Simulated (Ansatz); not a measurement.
Bi2Te3 (Tellurobismuthite):

```
CELL_PARAMETERS angstrom
2.19300 1.26613 10.16567
-2.19300 1.26613 10.16567
0.00000 -2.53226 10.16567
ATOMIC_POSITIONS crystal
Bi 0.60000 0.60000 0.60000
Bi 0.40000 0.40000 0.40000
Te 0.79050 0.79050 0.79050
Te 0.20950 0.20950 0.20950
Te 0.00000 0.00000 0.00000
```

| Item | Value |
| --- | --- |
| Program | Ansatz 0.2.0 |
| Task | single point |
| Functional | PBEsol |
| Potentials or basis | all-electron LAPW, scalar-relativistic |
| Cutoff | 203 eV (chosen from the basis error) |
| Basis error allowed | 0.001 eV/atom |
| k mesh | 7 × 7 × 7 |
| Occupations | fermi-dirac, width 0.05 eV |
| Spin | no spin polarisation |

On this cell: pressure -0.6 GPa; largest force 0.112 eV/Å; band gap on the k mesh 0.24 eV, direct.

The same run follows on a disturbed copy (atoms moved at random, drawn with an rms of 0.05 Å):

```
CELL_PARAMETERS angstrom
2.19300 1.26613 10.16567
-2.19300 1.26613 10.16567
0.00000 -2.53226 10.16567
ATOMIC_POSITIONS crystal
Bi 0.60539 0.60196 0.59344
Bi 0.39953 0.40382 0.39703
Te 0.79470 0.78516 0.79255
Te 0.21166 0.20856 0.20612
Te 0.00364 0.00338 0.99384
```

Question: What does the disturbed cell give?

Answer: The energy moves by +1.7 meV/atom; pressure -0.8 GPa; largest force 0.270 eV/Å; band gap on the k mesh 0.25 eV, direct.

Forces on the atoms (eV/Å):
```
Bi  -0.023 -0.023 -0.178
Bi   0.067 -0.022  0.081
Te  -0.086  0.066 -0.140
Te   0.013  0.034  0.267
Te   0.029 -0.054 -0.030
```

Stress tensor (GPa, compression positive):
```
-0.66  0.06 -0.12
 0.06 -0.58  0.07
-0.12  0.07 -1.03
```

Caveats: spin-orbit coupling is left out, which as a rule narrows the gap of such compounds by several tenths of an eV; an odd mesh through Γ misses points on the zone boundary, where band edges often lie.
